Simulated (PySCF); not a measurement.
**W(CtBu)(OH)3: geometry, NMR shifts and electronic excitations**

Wanted: the NMR shifts and electronic excitations of W(CtBu)(OH)3 (`CC(C)(C)[C]#[W]([OH])([OH])[OH]`), by calculation.

Programs: PySCF 2.14.0, with density-fitted response routines of our own. Each step states its level of theory. These are calculated values for one molecule in the gas phase, unless marked as measured. Atoms are numbered from 0 throughout.

## 1. The molecule as given

21 atoms, charge 0, multiplicity 1; geometry from: GFN2-xTB. The atoms were then displaced at random by about 0.03 Å, so the start is not that level's minimum.

Bonds of the start (Å): W0–C1 1.84, W0–O15 1.91, W0–O17 2.05, W0–O19 1.92, C1–C2 1.43, C2–C3 1.62, C2–C4 1.55, C2–C5 1.50, C3–H6 1.13, C3–H7 1.08, C3–H8 0.96, C4–H9 1.15, C4–H10 1.08, C4–H11 1.10, C5–H12 1.11, C5–H13 1.09, C5–H14 1.09, O15–H16 1.00, O17–H18 0.98, O19–H20 0.96.

## 2. Relaxing the molecule at PBE0-D3(BJ)/def2-SVP

The job: settings as JSON, then the geometry in Å.

```
{"job": {"xc": "PBE0", "basis": "def2-SVP", "d3": "d3bj", "grid": 1, "maxiter": 40, "shake": 0.03, "kind": "geom"}, "charge": 0, "multiplicity": 1}
W      0.057880     0.004210    -2.242550
C     -0.031110    -0.163600    -0.415420
C     -0.052860    -0.083360     1.010280
C      0.925970    -1.230780     1.610460
C      0.645530     1.245020     1.390560
C     -1.448170    -0.114260     1.554850
H      0.399450    -2.194530     1.358110
H      0.918570    -1.140070     2.689830
H      1.829890    -1.198820     1.276600
H      0.661600     1.373710     2.534060
H      0.062430     2.071780     1.004960
H      1.687640     1.307110     1.059910
H     -1.973410    -1.056350     1.291290
H     -2.072430     0.665170     1.113210
H     -1.463630    -0.024570     2.642020
O      1.800770     0.640810    -2.674090
H      1.896460     0.759780    -3.667040
O     -1.225650     1.573450    -2.568980
H     -1.266950     1.708380    -3.538950
O     -0.663180    -1.653150    -2.899360
H     -0.875540    -2.473940    -2.459330
```

Run with:

```
$ OMP_NUM_THREADS=1 python probes_run.py task.json out
```

This one command runs all jobs of the session in turn.

Standard output:

```text
step   0  E = -489.76668472  max force = 0.171242
step   1  E = -489.80622951  max force = 0.059681
step   2  E = -489.81217777  max force = 0.042203
step   3  E = -489.81483291  max force = 0.007032
step   4  E = -489.81535512  max force = 0.005097
step   5  E = -489.81557390  max force = 0.003228
step   6  E = -489.81563527  max force = 0.000802
step   7  E = -489.81564900  max force = 0.000469
step   8  E = -489.81565287  max force = 0.000226
optimisation converged
```

Run time: 2.2 min. Hardware: 1 thread of AMD EPYC 9R45, shared host; peak memory 1 GiB.

The steps of the relaxation:

| step | energy from step 0 (eV) | largest force component (eV/Å) |
| --- | --- | --- |
| 0 | 0.0000 | 8.8056 |
| 1 | -1.0761 | 3.0689 |
| 2 | -1.2379 | 2.1702 |
| 3 | -1.3102 | 0.3616 |
| 4 | -1.3244 | 0.2621 |
| 5 | -1.3303 | 0.1660 |
| 6 | -1.3320 | 0.0412 |
| 7 | -1.3324 | 0.0241 |
| 8 | -1.3325 | 0.0116 |

Close pairs (by a distance rule), those that changed most:

| bond | before (Å) | after (Å) | change (Å) |
| --- | --- | --- | --- |
| C3–H8 | 0.964 | 1.100 | +0.136 |
| W0–O17 | 2.053 | 1.923 | -0.131 |
| W0–C1 | 1.837 | 1.742 | -0.095 |
| C2–C3 | 1.623 | 1.535 | -0.088 |
| C1–C2 | 1.428 | 1.485 | +0.057 |
| C4–H9 | 1.151 | 1.102 | -0.048 |
| W0–H16 | 2.445 | 2.489 | +0.044 |
| O15–H16 | 1.005 | 0.968 | -0.037 |

The end geometry stands in the next job.

| at the end point | value |
| --- | --- |
| point group (found at 0.08 Å tolerance) | C1 |
| rotational constants (GHz, main isotopes) | 1.723, 0.616, 0.614 |
| dipole moment (D) | 2.16 |

## 3. Nuclear shieldings: PBE0/def2-TZVP+pcSseg-1

The job: settings as JSON, then the geometry in Å.

```
{"job": {"kind": "nmr", "xc": "PBE0", "basis": {"default": "pcSseg-1", "W": "def2-TZVP"}}, "charge": 0, "multiplicity": 1}
W     -0.007236     0.070194    -2.229393
C     -0.012672     0.005763    -0.488233
C     -0.002140    -0.007800     0.997106
C      0.830317    -1.201031     1.485825
C      0.623679     1.303327     1.493225
C     -1.443678    -0.125556     1.509891
H      0.397545    -2.151986     1.139443
H      0.861759    -1.220663     2.587574
H      1.862189    -1.137879     1.109925
H      0.644839     1.324224     2.595260
H      0.044595     2.169867     1.141107
H      1.654512     1.408661     1.123889
H     -1.910618    -1.059403     1.161444
H     -2.056333     0.714980     1.151801
H     -1.459835    -0.123589     2.612183
O      1.846450     0.429383    -2.594079
H      2.079857     0.445182    -3.533148
O     -1.245934     1.502049    -2.564940
H     -1.439012     1.662336    -3.499600
O     -0.601599    -1.627114    -2.846241
H     -0.853425    -2.364955    -2.282620
```

Method: GIAO PBE0/pcSseg-1 W:def2-TZVP NMR shielding, scalar relativity only through core potentials, gas phase.

Standard output:

```text
coarse grid: 80040 points
cycle   1  E = -489.5069519118  dE = -2.000e+01  |g| = 1.734e+00  |ddm| = 1.123e+01
cycle   2  E = -486.4432326316  dE =  3.064e+00  |g| = 4.185e+00  |ddm| = 3.676e+00
cycle   3  E = -489.9244713769  dE = -3.481e+00  |g| = 8.312e-01  |ddm| = 3.054e+00
cycle   4  E = -490.0475215775  dE = -1.231e-01  |g| = 4.123e-01  |ddm| = 9.076e-01
cycle   5  E = -490.0804377400  dE = -3.292e-02  |g| = 1.751e-01  |ddm| = 3.919e-01
cycle   6  E = -490.0877123826  dE = -7.275e-03  |g| = 1.791e-02  |ddm| = 1.515e-01
cycle   7  E = -490.0877518100  dE = -3.943e-05  |g| = 9.703e-03  |ddm| = 1.535e-02
cycle   8  E = -490.0877675888  dE = -1.578e-05  |g| = 4.074e-03  |ddm| = 7.108e-03
cycle   9  E = -490.0877708421  dE = -3.253e-06  |g| = 6.761e-04  |ddm| = 2.697e-03
final grid: 169720 points
cycle  10  E = -490.0878538333  dE =  1.968e-08  |g| = 9.676e-04  |ddm| = 2.294e-03
cycle  11  E = -490.0878534518  dE =  3.815e-07  |g| = 1.650e-03  |ddm| = 1.987e-03
cycle  12  E = -490.0878539852  dE = -5.334e-07  |g| = 5.187e-04  |ddm| = 1.286e-03
cycle  13  E = -490.0878540477  dE = -6.251e-08  |g| = 9.242e-05  |ddm| = 4.041e-04
cycle  14  E = -490.0878540494  dE = -1.712e-09  |g| = 9.714e-06  |ddm| = 5.806e-05
cycle  15  E = -490.0878540495  dE = -1.910e-11  |g| = 3.385e-06  |ddm| = 1.269e-05
converged SCF energy = -490.0878540495

GIAO shielding tensors (ppm)
atom      isotropic    diamagn.    paramagn.     s11        s22        s33       span
  0 W          nan         nan         nan        nan        nan        nan        nan
  1 C     -112.368     261.175    -373.543   -237.696   -232.294    132.886    370.582
  2 C      133.958     245.240    -111.282    120.232    120.807    160.835     40.603
  3 C      153.595     247.579     -93.983    139.197    139.974    181.615     42.418
  4 C      153.406     247.358     -93.953    138.406    140.711    181.099     42.693
  5 C      153.604     247.454     -93.849    138.547    140.714    181.552     43.005
  6 H       30.122      31.250      -1.128     27.074     28.436     34.857      7.783
  7 H       30.495      30.854      -0.359     27.335     28.399     35.750      8.416
  8 H       29.855      30.826      -0.971     26.731     28.227     34.607      7.877
  9 H       30.509      30.770      -0.261     27.360     28.405     35.762      8.402
 10 H       29.787      30.690      -0.904     26.681     28.178     34.501      7.819
 11 H       29.740      30.693      -0.953     26.657     28.074     34.489      7.832
 12 H       30.129      31.134      -1.005     27.045     28.477     34.864      7.819
 13 H       29.772      30.739      -0.968     26.675     28.099     34.540      7.865
 14 H       30.504      30.818      -0.314     27.338     28.406     35.768      8.430
 15 O      109.564     384.932    -275.367   -212.439    203.301    337.831    550.270
 16 H       25.286      28.628      -3.341     21.703     26.666     27.490      5.787
 17 O      109.497     384.914    -275.417   -212.494    203.146    337.838    550.332
 18 H       25.282      28.623      -3.340     21.700     26.669     27.478      5.777
 19 O      135.575     389.483    -253.907   -129.397    186.161    349.962    479.359
 20 H       23.650      33.317      -9.667     21.085     21.617     28.248      7.162
```

Wall time 37 s (1 thread of AMD EPYC 9R45, shared host); peak memory 1.4 GiB.

The references, computed at this level on geometries of the same kind, shield at (ppm): 1H TMS 31.27, 13C TMS 184.4, 17O H2O 334.6. Their shielding less the atom's gives the shift. The references are single molecules in the gas phase, so shifts against H2O, NH3, PH3, H3PO4 or CFCl3 are not on the usual liquid scales and can be off by tens of ppm. Atoms listed in one row are averaged.

| atoms | environment | σ (ppm) | δ (ppm) |
| --- | --- | --- | --- |
| C1 | carbon bonded to C, W | -112.4 | 296.8 |
| C2 | carbon bonded to 4 C | 134.0 | 50.4 |
| C3, C4, C5 | carbon bonded to C, 3 H | 153.5 | 30.9 |
| H16, H18, H20 | hydrogen on an oxygen bonded to W | 24.74 | 6.53 |
| H6, H7, H8, H9, H10 and 4 more | hydrogen on a carbon bonded to C | 30.10 | 1.17 |
| O15, O17, O19 | oxygen bonded to W, H | 118.2 | 216.3 |

Atoms past Kr carry core potentials, so their printed shieldings have no meaning and are left out of the table.

Charges from the same density, by scheme (e):

| atoms | Mulliken | ESP fit |
| --- | --- | --- |
| W0 | 0.89 | 1.35 |
| C1 | -0.06 | -0.80 |
| C2 | -0.60 | 1.00 |
| C3, C4, C5 | -0.16 | -0.65 |
| O15, O17, O19 | -0.51 | -0.74 |

Mayer bond orders: W0–C1 2.69, W0–O15 1.10, W0–O17 1.10, W0–O19 1.12, C1–C2 0.88, C2–C3 1.02, C2–C4 1.02, C2–C5 1.02.

With diffuse functions Mulliken charges and Mayer bond orders lose their meaning; the other schemes are steadier.

The fields below are evaluated on a grid from the run's orbitals.

Frontier orbitals at PBE0/def2-TZVP+pcSseg-1, with the share of their density that lies nearest to each atom:

| orbital | energy (eV) | lies on |
| --- | --- | --- |
| HOMO | -6.24 | C1 45 %; W0 25 %; O15, O17 about 8 % each |
| LUMO | -0.35 | W0 37 %; H16, H18 about 12 % each; O15, O17 about 10 % each |

ELF in a plane through or near 7 of the atoms.

Ten even steps from '0' (0.00) to '9' (1.00):
```
0000000000000000000000000000
0000000000000000000000000000
0000000000000000000000000000
0000000000000000000000000000
0000000000000002210000000000
0000000000000026744886000000
0000000000000026758999300000
0000000000043004239999300000
0000001244277536974662000000
0000001673671292351000000000
0000001651663293451000000000
0000001234378643420000000000
0000147786235200000000000000
0000378437300000000000000000
0000367789800000000000000000
0000022389810000000000000000
0000000036400000000000000000
0000000000000000000000000000
0000000000000000000000000000
0000000000000000000000000000
```
The map spans 12.3 Å across and 10.4 Å up, centred on the molecule. Atoms in the plane (x, y in Å): W0 (-2.2, 0.0), C1 (-0.5, 0.0), C2 (1.0, 0.0), C4 (1.4, 1.5), H9 (2.5, 1.6), O19 (-2.8, -1.9), H20 (-2.2, -2.6).

On the surface of density 0.002 e/bohr³ the electrostatic potential runs, from the 1st to the 99th percentile, from -1.68 V near O15 to 2.49 V near H16.

## 4. Excited states and response: PBE0/def2-SVPD

The job, as its differences from that of step 3:

```diff
@@ -1,2 +1,2 @@
-{"job": {"kind": "nmr", "xc": "PBE0", "basis": {"default": "pcSseg-1", "W": "def2-TZVP"}}, "charge": 0, "multiplicity": 1}
+{"job": {"kind": "uv", "xc": "PBE0", "basis": "def2-SVPD", "ip": false, "nstates": 10}, "charge": 0, "multiplicity": 1}
 W     -0.007236     0.070194    -2.229393
```

Method: TDDFT PBE0/def2-SVPD, vertical, gas phase, core orbitals frozen in the response.

Standard output:

```text
coarse grid: 80040 points
cycle   1  E = -489.4255652199  dE = -1.190e+01  |g| = 1.401e+00  |ddm| = 1.568e+01
cycle   2  E = -488.4493035739  dE =  9.763e-01  |g| = 2.604e+00  |ddm| = 5.536e+00
cycle   3  E = -489.6964927634  dE = -1.247e+00  |g| = 7.415e-01  |ddm| = 3.681e+00
cycle   4  E = -489.8212583822  dE = -1.248e-01  |g| = 2.269e-01  |ddm| = 1.465e+00
cycle   5  E = -489.8311925394  dE = -9.934e-03  |g| = 1.012e-01  |ddm| = 4.957e-01
cycle   6  E = -489.8336597001  dE = -2.467e-03  |g| = 1.033e-02  |ddm| = 2.620e-01
cycle   7  E = -489.8336786734  dE = -1.897e-05  |g| = 4.317e-03  |ddm| = 2.977e-02
cycle   8  E = -489.8336821149  dE = -3.442e-06  |g| = 2.009e-03  |ddm| = 8.525e-03
final grid: 169720 points
cycle   9  E = -489.8337577962  dE =  2.094e-06  |g| = 3.941e-03  |ddm| = 2.281e-02
cycle  10  E = -489.8337475111  dE =  1.029e-05  |g| = 8.200e-03  |ddm| = 1.246e-02
cycle  11  E = -489.8337606012  dE = -1.309e-05  |g| = 1.013e-03  |ddm| = 8.487e-03
cycle  12  E = -489.8337608394  dE = -2.382e-07  |g| = 1.176e-04  |ddm| = 1.360e-03
cycle  13  E = -489.8337608424  dE = -2.996e-09  |g| = 1.546e-05  |ddm| = 2.929e-04
cycle  14  E = -489.8337608424  dE = -5.207e-11  |g| = 7.713e-06  |ddm| = 5.335e-05
converged SCF energy = -489.8337608424

Static polarisability (au): isotropic 116.742, principal 102.921 104.198 143.106

Singlet excitations
state   eV       nm        f      main configurations
  1   3.9627    312.9   0.00043   H->L+2 0.61, H-1->L+1 0.34
  2   4.2449    292.1   0.00349   H->L+1 0.77, H-1->L+2 0.21
  3   4.3116    287.6   0.00158   H-1->L+1 0.64, H->L+2 0.33
  4   4.5287    273.8   0.02775   H-1->L+2 0.65, H->L+1 0.14
  5   4.6655    265.7   0.00001   H->L 0.96
  6   4.8245    257.0   0.01742   H->L+3 0.89
  7   4.8443    255.9   0.00341   H-1->L 0.96
  8   5.0094    247.5   0.02025   H-1->L+3 0.93
  9   5.3888    230.1   0.00001   H->L+4 0.76, H->L+8 0.14
 10   5.6501    219.4   0.00561   H-1->L+4 0.61, H->L+5 0.19, H->L+7 0.10

Triplet excitations (Tamm-Dancoff, eV): 3.3054 3.5790 3.6277 3.8382
```

Wall time 58 s (1 thread of AMD EPYC 9R45, shared host); peak memory 1.5 GiB.

Frontier orbitals and where they lie:

| orbital | eV | atoms |
| --- | --- | --- |
| HOMO−3 | -9.20 | C1 22 %, C2 17 %, W0 12 % |
| HOMO−2 | -9.15 | O15 36 %, O17 36 %, O19 18 % |
| HOMO−1 | -6.54 | W0 37 %, C1 34 %, O19 6 % |
| HOMO | -6.37 | W0 34 %, C1 34 %, O15 8 % |
| LUMO | -0.60 | W0 47 %, O17 11 %, O15 11 % |
| LUMO+1 | -0.49 | W0 55 %, O19 14 %, C1 10 % |
| LUMO+2 | -0.48 | W0 52 %, O15 11 %, O17 10 % |

With each of the 10 states as a Gaussian band of 0.4 eV half-width at 1/e, the curve within the window shown has maxima at 261 nm (ε 2,200) L/(mol cm). Beyond the last state computed it falls off for lack of states. The curve at chosen wavelengths:

nm, ε (L/mol/cm) and a bar:
```
      208        133 ##
      214        226 ###
      221        337 #####
      227        497 #######
      234        855 ############
      240       1287 #################
      246       1723 #######################
      253       2089 ############################
      259       2221 ##############################
      266       2172 #############################
      272       1991 ###########################
      278       1724 #######################
      285       1361 ##################
      291       1050 ##############
      298        732 ##########
      304        514 #######
      310        348 #####
      317        214 ###
      323        137 ##
      330         80 #
      336         50 #
      342         31 
      349         17 
      355         10 
      362          6 
      368          3
```

Leading natural transition orbitals of singlet state 4: the hole lies on C1 47 %; W0 29 %; the particle on W0 56 %; O15, O17 about 12 % each.

Leading natural transition orbitals of singlet state 1: the hole lies on C1 47 %; W0 27 %; O15, O17 about 7 % each; the particle on W0 52 %; C1 14 %; O15, O17 about 9 % each.

Ground-state properties from the same run:

| property | computed |
| --- | --- |
| dipole moment (D) | 1.83 |
| polarisability (Å³) | 17.30 |
| HOMO–LUMO gap (eV) | 5.78 |
| −ε(HOMO) (eV) | 6.37 |

## 5. Nuclear shieldings: wB97X-D/def2-TZVP+pcSseg-1

The job, as its differences from that of step 4:

```diff
@@ -1,2 +1,2 @@
-{"job": {"kind": "uv", "xc": "PBE0", "basis": "def2-SVPD", "ip": false, "nstates": 10}, "charge": 0, "multiplicity": 1}
+{"job": {"kind": "nmr", "xc": "wB97X-D", "basis": {"default": "pcSseg-1", "W": "def2-TZVP"}, "pop": false}, "charge": 0, "multiplicity": 1}
 W     -0.007236     0.070194    -2.229393
```

Method: GIAO wB97X-D/pcSseg-1 W:def2-TZVP NMR shielding, scalar relativity only through core potentials, gas phase.

Standard output:

```text
coarse grid: 80040 points
cycle   1  E = -490.0269569053  dE = -2.018e+01  |g| = 1.579e+00  |ddm| = 1.121e+01
cycle   2  E = -489.1946183770  dE =  8.323e-01  |g| = 2.633e+00  |ddm| = 2.431e+00
cycle   3  E = -490.4273820002  dE = -1.233e+00  |g| = 4.992e-01  |ddm| = 1.695e+00
cycle   4  E = -490.4749125686  dE = -4.753e-02  |g| = 1.734e-01  |ddm| = 4.533e-01
cycle   5  E = -490.4810368319  dE = -6.124e-03  |g| = 5.649e-02  |ddm| = 1.464e-01
cycle   6  E = -490.4817725299  dE = -7.357e-04  |g| = 7.154e-03  |ddm| = 4.680e-02
cycle   7  E = -490.4817873651  dE = -1.484e-05  |g| = 2.342e-03  |ddm| = 1.012e-02
cycle   8  E = -490.4817896186  dE = -2.253e-06  |g| = 9.597e-04  |ddm| = 3.719e-03
final grid: 169720 points
cycle   9  E = -490.4725240315  dE = -2.961e-05  |g| = 1.747e-03  |ddm| = 2.835e-02
cycle  10  E = -490.4725244397  dE = -4.082e-07  |g| = 1.506e-03  |ddm| = 3.855e-03
cycle  11  E = -490.4725248429  dE = -4.032e-07  |g| = 4.983e-04  |ddm| = 1.097e-03
cycle  12  E = -490.4725248947  dE = -5.175e-08  |g| = 2.231e-04  |ddm| = 4.796e-04
cycle  13  E = -490.4725249046  dE = -9.938e-09  |g| = 1.687e-04  |ddm| = 2.873e-04
cycle  14  E = -490.4725249113  dE = -6.654e-09  |g| = 2.857e-05  |ddm| = 1.255e-04
cycle  15  E = -490.4725249118  dE = -5.637e-10  |g| = 1.157e-05  |ddm| = 6.738e-05
converged SCF energy = -490.4725249118

GIAO shielding tensors (ppm)
atom      isotropic    diamagn.    paramagn.     s11        s22        s33       span
  0 W          nan         nan         nan        nan        nan        nan        nan
  1 C     -124.259     262.130    -386.388   -255.761   -249.527    132.512    388.273
  2 C      135.066     244.331    -109.264    121.632    122.190    161.376     39.744
  3 C      153.465     247.409     -93.944    139.105    140.203    181.088     41.983
  4 C      153.370     247.203     -93.833    138.539    140.978    180.592     42.053
  5 C      153.502     247.286     -93.784    138.575    140.892    181.040     42.465
  6 H       30.259      31.363      -1.104     27.222     28.608     34.947      7.724
  7 H       30.653      30.879      -0.226     27.512     28.551     35.896      8.383
  8 H       29.985      30.932      -0.947     26.877     28.394     34.683      7.807
  9 H       30.664      30.800      -0.136     27.533     28.558     35.901      8.368
 10 H       29.915      30.800      -0.885     26.824     28.341     34.580      7.756
 11 H       29.870      30.802      -0.932     26.801     28.234     34.575      7.775
 12 H       30.265      31.246      -0.981     27.193     28.651     34.950      7.758
 13 H       29.902      30.844      -0.942     26.820     28.263     34.623      7.803
 14 H       30.662      30.843      -0.181     27.516     28.558     35.911      8.395
 15 O      123.124     385.765    -262.641   -191.175    205.782    354.763    545.938
 16 H       25.531      28.614      -3.083     21.960     26.847     27.785      5.825
 17 O      123.053     385.747    -262.694   -191.203    205.632    354.731    545.934
 18 H       25.527      28.609      -3.082     21.956     26.848     27.776      5.819
 19 O      146.000     390.701    -244.701   -115.445    190.271    363.174    478.620
 20 H       23.801      33.616      -9.815     21.283     21.748     28.373      7.089
```

Wall time 37 s (1 thread of AMD EPYC 9R45, shared host); peak memory 1.4 GiB.

In short: δ C1 308.8, C2 49.5, C3 31.1, O15 202.5, H16 6.43, H6 1.14 ppm (means over like atoms).

## 6. Side by side: NMR shifts

Shifts (ppm), means over like atoms, with basis size and wall time:

| run | C1 | C2 | C3 | H16 | H6 | O15 | functions | time |
| --- | --- | --- | --- | --- | --- | --- | --- | --- |
| PBE0/def2-TZVP+pcSseg-1 | 296.8 | 50.4 | 30.9 | 6.53 | 1.17 | 216.3 | 236 | 37 s |
| wB97X-D/def2-TZVP+pcSseg-1 | 308.8 | 49.5 | 31.1 | 6.43 | 1.14 | 202.5 | 236 | 37 s |

## 7. Results

| quantity | value |
| --- | --- |
| point group | C1 |
| rotational constants (main isotopes) | 1.72, 0.62, 0.61 GHz |
| 13C shifts against TMS (PBE0/def2-TZVP+pcSseg-1, means over atoms taken as alike) | 296.8, 50.4, 30.9 ppm |
| 1H shifts against TMS (PBE0/def2-TZVP+pcSseg-1, means over atoms taken as alike) | 6.53, 1.17 ppm |
| 17O shifts against H2O (PBE0/def2-TZVP+pcSseg-1, means over atoms taken as alike) | 216.3 ppm |
| surface potential, 1st and 99th percentile | -1.68 V and 2.49 V |
| lowest singlet (PBE0/def2-SVPD) | 3.96 eV (313 nm), f = 0.000 |
| brightest single state of those computed | state 4, 4.53 eV, f = 0.028 |
| lowest triplet | 3.31 eV |
| range of the shift of O15 | 202.5 to 216.3 ppm |

The start was shaken at random, so part of the energy gained undoes that. The optimisation took 8 steps and gained 1.332 eV; among the close pairs (by a distance rule), C3–H8 changed most, from 0.964 to 1.100 Å. No frequency check was run at this level, so the end point may be a saddle. At PBE0/def2-TZVP+pcSseg-1: The largest span, 527 ppm, is at O15, O17, O19, where the paramagnetic term is -268 ppm. At PBE0/def2-TZVP+pcSseg-1, counted by nearest atom on the grid, the HOMO lies on C1 45 %; W0 25 %, the LUMO on W0 37 %; H16, H18 about 12 % each. The first singlet state (HOMO→LUMO+2 0.61, HOMO−1→LUMO+1 0.34) lies at 3.96 eV and is dark; of the 10 states computed, the strongest absorption comes from state 4 at 4.53 eV. The lowest triplet lies 0.66 eV below the lowest singlet (triplets in Tamm-Dancoff, singlets in full TDDFT). Spin-orbit coupling, left out, mixes singlets and triplets in elements this heavy. In ppm, O15 (with its like atoms) moves most: its shift spreads over 13.9 ppm, from 202.5 (wB97X-D/def2-TZVP+pcSseg-1) to 216.3 (PBE0/def2-TZVP+pcSseg-1). Spin-orbit coupling is left out, which matters for shieldings and couplings at and beside the heavy atoms.
